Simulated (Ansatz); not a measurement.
# CH2AlFO: the cost of one run

All numbers below are computed with Ansatz 0.2.0 (RKS B3LYP-D4/6-31G*).

**1. Starting point**

Bond lengths: O1–C2 1.184 Å, C2–Al3 1.951 Å, Al3–F4 1.795 Å, C2–H5 1.101 Å, Al3–H6 1.616 Å. Angles: O1–C2–Al3 118.7°, O1–C2–H5 121.6°, Al3–C2–H5 119.7°, C2–Al3–F4 120.8°, C2–Al3–H6 119.4°, F4–Al3–H6 119.5°.

Coordinates:

```xyz
6

O    -0.1369    1.9121   -0.2853
C    -0.1590    0.8013   -0.6941
Al    0.0832   -0.6657    0.5693
F     0.2344   -2.3590   -0.0059
H    -0.2761    0.5829   -1.7668
H     0.2966   -0.3357    2.1368
```

**2. Preparing the start**

Contents of input.yaml:

```yaml
crystal:
  periodic: [false, false, false]
  atoms:
    - { symbol: O, position_ang: [-0.1369, 1.9121, -0.2853] }
    - { symbol: C, position_ang: [-0.159, 0.8013, -0.6941] }
    - { symbol: Al, position_ang: [0.0832, -0.6657, 0.5693] }
    - { symbol: F, position_ang: [0.2344, -2.359, -0.0059] }
    - { symbol: H, position_ang: [-0.2761, 0.5829, -1.7668] }
    - { symbol: H, position_ang: [0.2966, -0.3357, 2.1368] }
basis:
  gaussian: { orbitals: "6-31G*" }
hamiltonian:
  xc: b3lyp
  dispersion: d4
relax:
  f_tol: 0.02
  max_steps: 40
scf:
  lower_state_search: "off"
output:
  orbitals: {}
```

Started as:

```bash
ansatz run input.yaml --threads 1 --pin off --max-ram 2048MiB --backend cpu --events-out ev --progress --plain --runs-dir out
```

Q: Estimate wall time and peak memory on 1 thread of Arm Neoverse V2, shared host.

About 12 s, with a peak of 0.15 GiB.
